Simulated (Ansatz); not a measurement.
**H2O with H2: superposition error and deformation**

How much of this pair's binding is borrowed basis, and how much do the fragments pay to take the shapes they have in the pair?

Computed with Ansatz 0.2.0, Gaussian basis. Level: PBE0-D4 structures, single points in def2-TZVPPD.

Levels: PBE-D4, revPBE-D4, BLYP-D4, r2SCAN-D4, B97M-V, PBE0-D4, B3LYP-D4, HSE06-D4, wB97X-V, wB97M-V, B2PLYP, Hartree-Fock, MP2, CCSD, CCSD(T).

Cores are frozen in the correlated methods. B3LYP uses VWN-RPA correlation. B2PLYP carries no dispersion term here.

129 further runs of the same task are left out: 129 set aside as unsound or not needed.

### 1 Where the work starts

The relaxed pair: 5 atoms, charge 0, spin multiplicity 1.

Atoms are counted from 1 here; the program's logs count them from 0.

Bond lengths: O1–H2 0.960 Å, O1–H3 0.960 Å, H4–H5 0.749 Å. Angles: H2–O1–H3 105.1°.

As a file:

```
O     0.29919    0.19102   -1.05150
H    -0.50357    0.65320   -1.30304
H     0.17524   -0.71053   -1.35672
H    -0.06023   -0.11864    2.21867
H     0.08947   -0.01504    1.49258
```

Atoms 1 to 3 are fragment A (H2O), the rest fragment B (H2). From earlier runs, pair energy (eV) and counterpoise interaction (meV):

```tsv
method	E(pair)	interaction
PBE-D4	-2110.27451	-33
revPBE-D4	-2112.21024	-17
BLYP-D4	-2112.23422	-15
r2SCAN-D4	-2111.53704	-18
B97M-V	-2111.95056	-29
PBE0-D4	-2110.32804	-29
B3LYP-D4	-2112.98195	-21
HSE06-D4	-2110.21742	-30
wB97X-V	-2111.89336	-24
wB97M-V	-2111.56397	-21
B2PLYP	-2111.24957	-14
MP2	-2108.68334	-16
CCSD(T)	-2109.26252	-18
```

First each fragment is run alone in its own basis, frozen in the shape it has in the pair (a, b).

### 2 PBE-D4/def2-TZVPPD

The input, a/in.yaml:

```yaml
crystal:
  periodic: [false, false, false]
  atoms:
    - {symbol: O, position_ang: [0.299188, 0.191017, -1.051495]}
    - {symbol: H, position_ang: [-0.503575, 0.653196, -1.303038]}
    - {symbol: H, position_ang: [0.175242, -0.710530, -1.356718]}
basis:
  gaussian: {orbitals: "def2-TZVPPD.json"}
hamiltonian: {xc: pbe, dispersion: d4}
```

The input, b/in.yaml:

```yaml
crystal:
  periodic: [false, false, false]
  atoms:
    - {symbol: H, position_ang: [-0.060230, -0.118642, 2.218674]}
    - {symbol: H, position_ang: [0.089475, -0.015042, 1.492577]}
basis:
  gaussian: {orbitals: "def2-TZVPPD.json"}
hamiltonian: {xc: pbe, dispersion: d4}
```

The basis file named in the input lies beside it (Basis Set Exchange, JSON).

The same command starts each run, in its folder.

Run with:

```
> ansatz run in.yaml --threads 2 --pin off --events-out ev --progress --plain --max-ram 5222MiB
```

a printed:

```text
Functional definition: PBE
  name "PBE"
  cite "Perdew, Burke & Ernzerhof, Phys. Rev. Lett. 77, 3865 (1996) doi:10.1103/PhysRevLett.77.3865"
  parent pbe
  parameter kappa = 0.804
  parameter beta = 0.06672455060314922
  exchange = pbe_x(kappa = kappa, mu = beta*pi^2/3)
  correlation = pbe_c(beta = beta)
302 factors; their error is unknown
mean field evaluation 1: about -2072.8392 eV, gradient 6.0e1 eV
mean field evaluation 2: about -2043.2976 eV, gradient 1.3e2 eV
mean field evaluation 4: about -2078.5013 eV, gradient 1.1e0 eV
mean field evaluation 8: about -2078.5005 eV, gradient 1.9e-2 eV
mean field -2078.50048450 eV, -76.3834839470 hartree, gradient 8.9e-5 eV, S^2 0.000000; 0 other end points of the search recorded, 0 dependent functions left out
reference -2078.50052410 eV, -76.3834854024 hartree; 5, 5 occupied and 69, 69 virtual orbitals, 302 factors
Total energy: -2078.50584165 eV, -76.3836808189 hartree
```

Log of b, cut to the lines that bear on the results:

```text
[... 4 set-up lines as earlier in the session ...]
[...]
118 factors; their error is unknown
[...]
mean field -31.73259032 eV, -1.1661511853 hartree, gradient 1.3e-5 eV, S^2 0.000000; 0 other end points of the search recorded, 0 dependent functions left out
reference -31.73261125 eV, -1.1661519542 hartree; 1, 1 occupied and 33, 33 virtual orbitals, 118 factors
Total energy: -31.73463152 eV, -1.1662261979 hartree
```

They took 0.15 s (a), 0.1 s (b) on 2 threads of AMD EPYC 9R45, shared host.

### 3 r2SCAN-D4/def2-TZVPPD

Each input of step 2 (a, b) changes in the same lines:

```diff
-hamiltonian: {xc: pbe, dispersion: d4}
+hamiltonian: {xc: r2scan, dispersion: d4}
```

Each run has its own folder and the same command.

Run with:

```
> ansatz run in.yaml --threads 2 --pin off --events-out ev --progress --plain --max-ram 5222MiB
```

Log of a, cut to the lines that bear on the results:

```text
Functional definition: r2SCAN
  name "r2SCAN"
  cite "Furness, Kaplan, Ning, Perdew & Sun, J. Phys. Chem. Lett. 11, 8208 (2020) doi:10.1021/acs.jpclett.0c02405"
  cite "Furness, Kaplan, Ning, Perdew & Sun, J. Phys. Chem. Lett. 11, 9248 (2020) doi:10.1021/acs.jpclett.0c03077"
  parent r2scan
[...]
302 factors; their error is unknown
[...]
mean field -2079.64505810 eV, -76.4255462510 hartree, gradient 6.7e-6 eV, S^2 0.000000; 0 other end points of the search recorded, 0 dependent functions left out
reference -2079.64507196 eV, -76.4255467606 hartree; 5, 5 occupied and 69, 69 virtual orbitals, 302 factors
Total energy: -2079.64634461 eV, -76.4255935296 hartree
```

Log of b, cut to the lines that bear on the results:

```text
[... 5 set-up lines as earlier in the session ...]
[...]
118 factors; their error is unknown
[...]
mean field -31.87212729 eV, -1.1712790740 hartree, gradient 8.5e-5 eV, S^2 0.000000; 0 other end points of the search recorded, 0 dependent functions left out
reference -31.87213363 eV, -1.1712793073 hartree; 1, 1 occupied and 33, 33 virtual orbitals, 118 factors
Total energy: -31.87263528 eV, -1.1712977423 hartree
```

Times: 0.25 s (a), 0.15 s (b) on 2 threads of AMD EPYC 9R45, shared host.

### 4 PBE0-D4/def2-TZVPPD

Each input of step 3 (a, b) changes in the same lines:

```diff
-hamiltonian: {xc: r2scan, dispersion: d4}
+hamiltonian: {xc: pbe0, dispersion: d4}
+output: {orbitals: {seedname: orbitals}}
```

The same command starts each run, in its folder.

Run with:

```
> ansatz run in.yaml --threads 2 --pin off --events-out ev --progress --plain --max-ram 5222MiB
```

a printed, cut to the lines that bear on the results:

```text
Functional definition: PBE0
  name "PBE0"
  cite "Adamo & Barone, J. Chem. Phys. 110, 6158 (1999) doi:10.1063/1.478522"
[... 2 set-up lines as earlier in the session ...]
[...]
302 factors; their error is unknown
[...]
mean field -2078.49621417 eV, -76.3833270153 hartree, gradient 8.5e-6 eV, S^2 0.000000; 0 other end points of the search recorded, 0 dependent functions left out
reference -2078.49624370 eV, -76.3833281005 hartree; 5, 5 occupied and 69, 69 virtual orbitals, 302 factors
Total energy: -2078.50049992 eV, -76.3834845139 hartree
```

b printed, cut to the lines that bear on the results:

```text
[... 5 set-up lines as earlier in the session ...]
[...]
118 factors; their error is unknown
[...]
mean field -31.79626560 eV, -1.1684912085 hartree, gradient 5.4e-6 eV, S^2 0.000000; 0 other end points of the search recorded, 0 dependent functions left out
reference -31.79628055 eV, -1.1684917580 hartree; 1, 1 occupied and 33, 33 virtual orbitals, 118 factors
Total energy: -31.79788794 eV, -1.1685508285 hartree
```

They took 0.15 s (a), 0.1 s (b) on 2 threads of AMD EPYC 9R45, shared host.

### 5 B3LYP-D4/def2-TZVPPD

Each input of step 4 (a, b) changes in the same lines:

```diff
-hamiltonian: {xc: pbe0, dispersion: d4}
-output: {orbitals: {seedname: orbitals}}
+hamiltonian: {xc: {name: B3LYP}, dispersion: d4}
```

The same command starts each run, in its folder.

Run with:

```
> ansatz run in.yaml --threads 2 --pin off --events-out ev --progress --plain --max-ram 5222MiB
```

Output in a, cut to the lines that bear on the results:

```text
Functional definition: B3LYP
  name "B3LYP"
  cite "Stephens, Devlin, Chabalowski & Frisch, J. Phys. Chem. 98, 11623 (1994) doi:10.1021/j100096a001"
  cite "Becke, Phys. Rev. A 38, 3098 (1988) doi:10.1103/PhysRevA.38.3098"
  cite "Lee, Yang & Parr, Phys. Rev. B 37, 785 (1988) doi:10.1103/PhysRevB.37.785"
  cite "Vosko, Wilk & Nusair, Can. J. Phys. 58, 1200 (1980) doi:10.1139/p80-159"
[...]
302 factors; their error is unknown
[...]
mean field -2080.83958016 eV, -76.4694441273 hartree, gradient 1.5e-5 eV, S^2 0.000000; 0 other end points of the search recorded, 0 dependent functions left out
reference -2080.83976846 eV, -76.4694510469 hartree; 5, 5 occupied and 69, 69 virtual orbitals, 302 factors
Total energy: -2080.84819530 eV, -76.4697607277 hartree
```

b printed, cut to the lines that bear on the results:

```text
[... 6 set-up lines as earlier in the session ...]
[...]
118 factors; their error is unknown
[...]
mean field -32.10930498 eV, -1.1799951936 hartree, gradient 6.0e-5 eV, S^2 0.000000; 0 other end points of the search recorded, 0 dependent functions left out
reference -32.10943844 eV, -1.1800000981 hartree; 1, 1 occupied and 33, 33 virtual orbitals, 118 factors
Total energy: -32.11259117 eV, -1.1801159587 hartree
```

They took 0.2 s (a), 0.1 s (b) on 2 threads of AMD EPYC 9R45, shared host.

### 6 wB97X-V/def2-TZVPPD

Each input of step 5 (a, b) changes in the same lines:

```diff
-hamiltonian: {xc: {name: B3LYP}, dispersion: d4}
+hamiltonian: {xc: {name: wB97X-V}}
```

The same command starts each run, in its folder.

Run with:

```
> ansatz run in.yaml --threads 2 --pin off --events-out ev --progress --plain --max-ram 5222MiB
```

Output in a, cut to the lines that bear on the results:

```text
Functional definition: wB97X-V
  name "wB97X-V"
  cite "Mardirossian & Head-Gordon, Phys. Chem. Chem. Phys. 16, 9904 (2014) doi:10.1039/C3CP54374A"
  cite "Becke, J. Chem. Phys. 107, 8554 (1997) doi:10.1063/1.475007"
  cite "Vydrov & Van Voorhis, J. Chem. Phys. 133, 244103 (2010) doi:10.1063/1.3521275"
[...]
      + integral(e_c_pw_opposite_spin*poly(b97_u_opposite, cos0, cos1)) + vv10(b, c)
302 factors; their error is unknown
104 factors; integrals over basis functions are off by at most 2.9e-5 eV
[...]
mean field -2079.95993515 eV, -76.4371177692 hartree, gradient 3.9e-5 eV, S^2 0.000000; 0 other end points of the search recorded, 0 dependent functions left out
reference -2079.95993323 eV, -76.4371176988 hartree; 5, 5 occupied and 69, 69 virtual orbitals, 302 factors
Total energy: -2079.95993323 eV, -76.4371176988 hartree
```

b printed, cut to the lines that bear on the results:

```text
[... 5 set-up lines as earlier in the session ...]
[...]
      + integral(e_c_pw_opposite_spin*poly(b97_u_opposite, cos0, cos1)) + vv10(b, c)
118 factors; their error is unknown
52 factors; integrals over basis functions are off by at most 1.4e-5 eV
[...]
mean field -31.90882842 eV, -1.1726278159 hartree, gradient 4.3e-6 eV, S^2 0.000000; 0 other end points of the search recorded, 0 dependent functions left out
reference -31.90882745 eV, -1.1726277801 hartree; 1, 1 occupied and 33, 33 virtual orbitals, 118 factors
Total energy: -31.90882745 eV, -1.1726277801 hartree
```

Wall times: 0.35 s (a), 0.15 s (b) on 2 threads of AMD EPYC 9R45, shared host.

### 7 wB97M-V/def2-TZVPPD

The same edit goes into each in.yaml of step 6 (a, b):

```diff
-hamiltonian: {xc: {name: wB97X-V}}
+hamiltonian: {xc: {name: wB97M-V}}
```

Each run has its own folder and the same command.

Run with:

```
> ansatz run in.yaml --threads 2 --pin off --events-out ev --progress --plain --max-ram 5222MiB
```

Output in a, cut to the lines that bear on the results:

```text
Functional definition: wB97M-V
  name "wB97M-V"
  cite "Mardirossian & Head-Gordon, J. Chem. Phys. 144, 214110 (2016) doi:10.1063/1.4952647"
[... 2 set-up lines as earlier in the session ...]
  # Of w^i u^j: cxij and so on, Table III.
[...]
  gx(w, u) = 1 - cx + cx01*u + cx10*w
[...]
      + integral(e_c_pw_mod_opposite_spin*gos(b97_w_opposite, b97_u_opposite)) + vv10(b, c)
302 factors; their error is unknown
104 factors; integrals over basis functions are off by at most 2.9e-5 eV
[...]
mean field -2079.94003704 eV, -76.4363865272 hartree, gradient 2.3e-5 eV, S^2 0.000000; 0 other end points of the search recorded, 0 dependent functions left out
reference -2079.94008431 eV, -76.4363882643 hartree; 5, 5 occupied and 69, 69 virtual orbitals, 302 factors
Total energy: -2079.94008431 eV, -76.4363882643 hartree
```

b printed, cut to the lines that bear on the results:

```text
[... 5 set-up lines as earlier in the session ...]
  # Of w^i u^j: cxij and so on, Table III.
[...]
  gx(w, u) = 1 - cx + cx01*u + cx10*w
[...]
      + integral(e_c_pw_mod_opposite_spin*gos(b97_w_opposite, b97_u_opposite)) + vv10(b, c)
118 factors; their error is unknown
52 factors; integrals over basis functions are off by at most 1.4e-5 eV
[...]
mean field -31.60137643 eV, -1.1613291637 hartree, gradient 2.1e-5 eV, S^2 0.000000; 0 other end points of the search recorded, 0 dependent functions left out
reference -31.60139992 eV, -1.1613300270 hartree; 1, 1 occupied and 33, 33 virtual orbitals, 118 factors
Total energy: -31.60139992 eV, -1.1613300270 hartree
```

Times: 0.4 s (a), 0.15 s (b) on 2 threads of AMD EPYC 9R45, shared host.

### 8 B2PLYP/def2-TZVPPD

The same edit goes into each in.yaml of step 7 (a, b):

```diff
-hamiltonian: {xc: {name: wB97M-V}}
+hamiltonian: {xc: {name: B2PLYP}}
```

Each run has its own folder and the same command.

Run with:

```
> ansatz run in.yaml --threads 2 --pin off --events-out ev --progress --plain --max-ram 5222MiB
```

Output in a, cut to the lines that bear on the results:

```text
Functional definition: B2PLYP
  name "B2PLYP"
  cite "Grimme, J. Chem. Phys. 124, 034108 (2006) doi:10.1063/1.2148954"
[... 2 set-up lines as earlier in the session ...]
[...]
427 factors; integrals over basis functions are off by at most 1.1e-3 eV
[...]
mean field -2077.09542965 eV, -76.3318491336 hartree, gradient 5.7e-6 eV, S^2 0.000000; 0 other end points of the search recorded, 0 dependent functions left out
1 core orbitals not correlated: weight in the atoms' cores, before any rotation towards them, 1.000 or more for the frozen orbitals, at most 0.000 for the correlated occupied ones
reference -2077.09554575 eV, -76.3318534002 hartree; 4, 4 occupied and 69, 69 virtual orbitals, 427 factors
second order -8.52601123 eV of doubles, -0.00000000 eV of singles
Total energy: -2079.39756878 eV, -76.4164511862 hartree
```

b printed, cut to the lines that bear on the results:

```text
[... 5 set-up lines as earlier in the session ...]
[...]
170 factors; integrals over basis functions are off by at most 1.1e-3 eV
[...]
mean field -31.55859364 eV, -1.1597569251 hartree, gradient 6.2e-7 eV, S^2 0.000000; 0 other end points of the search recorded, 0 dependent functions left out
reference -31.55867620 eV, -1.1597599592 hartree; 1, 1 occupied and 33, 33 virtual orbitals, 170 factors
second order -1.02728818 eV of doubles, -0.00000000 eV of singles
Total energy: -31.83604401 eV, -1.1699530382 hartree
```

Wall times: 0.2 s (a), 0.1 s (b) on 2 threads of AMD EPYC 9R45, shared host.

### 9 BLYP-D4/def2-TZVPPD

The same edit goes into each in.yaml of step 8 (a, b):

```diff
-hamiltonian: {xc: {name: B2PLYP}}
+hamiltonian: {xc: {name: BLYP}, dispersion: d4}
```

Each run has its own folder and the same command.

Run with:

```
> ansatz run in.yaml --threads 2 --pin off --events-out ev --progress --plain --max-ram 5222MiB
```

Log of a, cut to the lines that bear on the results:

```text
Functional definition: BLYP
  name "BLYP"
[... 2 set-up lines as earlier in the session ...]
[...]
302 factors; their error is unknown
[...]
mean field -2080.37430087 eV, -76.4523454286 hartree, gradient 1.5e-5 eV, S^2 0.000000; 0 other end points of the search recorded, 0 dependent functions left out
reference -2080.37455428 eV, -76.4523547414 hartree; 5, 5 occupied and 69, 69 virtual orbitals, 302 factors
Total energy: -2080.38739788 eV, -76.4528267350 hartree
```

Output in b, cut to the lines that bear on the results:

```text
[... 4 set-up lines as earlier in the session ...]
[...]
118 factors; their error is unknown
[...]
mean field -31.82617555 eV, -1.1695903790 hartree, gradient 2.5e-5 eV, S^2 0.000000; 0 other end points of the search recorded, 0 dependent functions left out
reference -31.82636072 eV, -1.1695971839 hartree; 1, 1 occupied and 33, 33 virtual orbitals, 118 factors
Total energy: -31.83126116 eV, -1.1697772717 hartree
```

Times: 0.2 s (a), 0.1 s (b) on 2 threads of AMD EPYC 9R45, shared host.

[end of part 1 of 3]
